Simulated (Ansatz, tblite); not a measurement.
**C24H14O6: a ladder of methods and basis sets**

The task here is to estimate one member of a computed series from the others.

Method: as each input shows; program: Ansatz 0.2.0, Gaussian basis.

The runs, in order: GFN1-xTB, GFN2-xTB, PBE-D4/def2-TZVP, r2SCAN-D4/def2-TZVP, PBE-D4/def2-SVP, PBE0-D4/def2-SVP.

1 further run of the same task is left out (set aside as unsound or not needed). Runs told in other sessions of the task aren't counted.

## The structure

The singlet was relaxed beforehand with r2SCAN-D4/def2-SVP.

SMILES `c1coc(-c2ccc(-c3ccc(-c4ccc(-c5ccc(-c6ccco6)o5)o4)o3)o2)c1`, 44 atoms, charge 0, spin multiplicity 1.

Bond lengths: C1–C2 1.369 Å, C1–C30 1.427 Å, C1–H31 1.089 Å, C2–O3 1.359 Å, C2–H32 1.087 Å, O3–C4 1.362 Å, C4–C5 1.430 Å, C4–C30 1.380 Å, C5–C6 1.382 Å, C5–O29 1.363 Å, C6–C7 1.419 Å, C6–H33 1.088 Å, C7–C8 1.383 Å, C7–H34 1.088 Å, C8–C9 1.426 Å, C8–O29 1.365 Å, C9–C10 1.383 Å, C9–O28 1.364 Å and more. Angles: C2–C1–C30 106.3°, C2–C1–H31 126.4°, C30–C1–H31 127.3°, C1–C2–O3 110.4°, C1–C2–H32 133.9°, O3–C2–H32 115.7°, C2–O3–C4 107.3°, O3–C4–C5 116.9°, O3–C4–C30 110.0°, C5–C4–C30 133.1°, C4–C5–C6 133.2°, C4–C5–O29 116.8°, C6–C5–O29 110.0°, C5–C6–C7 106.4°, C5–C6–H33 125.6°, C7–C6–H33 128.0°, C6–C7–C8 106.3°, C6–C7–H34 128.0° and more.

PBE0-D4/def2-TZVP was run before; its log isn't repeated, and its numbers join the tables.

Set-up of the first run:

Tight binding, by tblite at 300 K electronic temperature and without a spin-polarisation term:

```python
tblite.interface.Calculator('GFN1-xTB', numbers, positions, charge=0, uhf=0).singlepoint()
```

Tight binding, by tblite at 300 K electronic temperature and without a spin-polarisation term:

```python
tblite.interface.Calculator('GFN2-xTB', numbers, positions, charge=0, uhf=0).singlepoint()
```

start.molden holds the orbitals of an earlier run on this state, given as this run's starting guess.

Contents of in.yaml:

```yaml
crystal:
  periodic: [false, false, false]
  atoms:
    - {symbol: C, position_ang: [9.458609, -1.067790, 0.565363]}
    - {symbol: C, position_ang: [9.783614, -0.018341, -0.252031]}
    - {symbol: O, position_ang: [8.659343, 0.600001, -0.698369]}
    - {symbol: C, position_ang: [7.594202, -0.058609, -0.161682]}
    - {symbol: C, position_ang: [6.293409, 0.428741, -0.502032]}
    - {symbol: C, position_ang: [5.851263, 1.471073, -1.293812]}
    - {symbol: C, position_ang: [4.433340, 1.444947, -1.235045]}
    - {symbol: C, position_ang: [4.097426, 0.387338, -0.410083]}
    - {symbol: C, position_ang: [2.853780, -0.148283, 0.037004]}
    - {symbol: C, position_ang: [2.526649, -1.208524, 0.863122]}
    - {symbol: C, position_ang: [1.110937, -1.242136, 0.929159]}
    - {symbol: C, position_ang: [0.658441, -0.201343, 0.137838]}
    - {symbol: C, position_ang: [-0.645427, 0.271317, -0.191383]}
    - {symbol: C, position_ang: [-1.108323, 1.309265, -0.980399]}
    - {symbol: C, position_ang: [-2.524006, 1.266714, -0.908383]}
    - {symbol: C, position_ang: [-2.840288, 0.204997, -0.080176]}
    - {symbol: C, position_ang: [-4.075591, -0.342185, 0.376155]}
    - {symbol: C, position_ang: [-4.389470, -1.403769, 1.205498]}
    - {symbol: C, position_ang: [-5.804989, -1.446578, 1.276373]}
    - {symbol: C, position_ang: [-6.270001, -0.409607, 0.487330]}
    - {symbol: C, position_ang: [-7.589012, 0.050666, 0.166829]}
    - {symbol: C, position_ang: [-8.847392, -0.384694, 0.535978]}
    - {symbol: C, position_ang: [-9.772525, 0.485913, -0.111155]}
    - {symbol: C, position_ang: [-9.020887, 1.382564, -0.823634]}
    - {symbol: O, position_ang: [-7.698580, 1.126736, -0.660321]}
    - {symbol: O, position_ang: [-5.217083, 0.260851, -0.059240]}
    - {symbol: O, position_ang: [-1.698834, -0.401267, 0.356809]}
    - {symbol: O, position_ang: [1.718032, 0.465150, -0.405279]}
    - {symbol: O, position_ang: [5.228937, -0.231606, 0.036077]}
    - {symbol: C, position_ang: [8.033476, -1.100266, 0.629306]}
    - {symbol: H, position_ang: [10.156726, -1.738608, 1.063319]}
    - {symbol: H, position_ang: [10.723360, 0.402031, -0.601455]}
    - {symbol: H, position_ang: [6.485836, 2.162410, -1.844334]}
    - {symbol: H, position_ang: [3.730536, 2.111687, -1.730156]}
    - {symbol: H, position_ang: [3.235782, -1.871276, 1.354499]}
    - {symbol: H, position_ang: [0.482634, -1.936709, 1.482621]}
    - {symbol: H, position_ang: [-0.487797, 2.008261, -1.537215]}
    - {symbol: H, position_ang: [-3.240531, 1.924250, -1.396317]}
    - {symbol: H, position_ang: [-3.674548, -2.061547, 1.694999]}
    - {symbol: H, position_ang: [-6.417413, -2.150371, 1.836969]}
    - {symbol: H, position_ang: [-9.073389, -1.224738, 1.190135]}
    - {symbol: H, position_ang: [-10.859303, 0.451775, -0.055888]}
    - {symbol: H, position_ang: [-9.262359, 2.224724, -1.467497]}
    - {symbol: H, position_ang: [7.401407, -1.793152, 1.180535]}
basis:
  gaussian: {orbitals: def2-TZVP, fitting: {mean_field: def2-universal-jkfit}, initial_orbitals: start.molden}
hamiltonian: {xc: pbe, dispersion: d4}
scf: {omitted_lower_state_checks: [starts]}
output: {forces: true, orbitals: {seedname: orbitals}}
```

Run with:

```bash
$ ansatz run in.yaml --threads 2 --pin off --events-out ev --progress --plain --max-ram 20480MiB --backend cuda --devices 0, --max-vram 18GiB
```

Steps of the session up to this table: PBE-D4/def2-TZVP; r2SCAN-D4/def2-TZVP; PBE-D4/def2-SVP; PBE0-D4/def2-SVP.

One of the session's tables, all rows but one given; the rest of the session is left out.

It belongs to the step «Binding energy». 

| level | binding an atom (eV) |
| --- | --- |
| PBE-D4/def2-SVP | 5.708 |
| PBE-D4/def2-TZVP | 5.601 |
| r2SCAN-D4/def2-TZVP | 5.384 |
| PBE0-D4/def2-SVP | 5.535 |
| PBE0-D4/def2-TZVP | ? |

**Question.** Estimate the row for PBE0-D4/def2-TZVP.

The run gave: binding an atom (eV): 5.433. In the column «binding an atom (eV)» it lies between r2SCAN-D4/def2-TZVP (5.384) and PBE0-D4/def2-SVP (5.535).

Caveats from the session: Free atoms were run apart at each level; binding is atoms less cluster, divided by the number of atoms, without zero-point or spin-orbit terms.
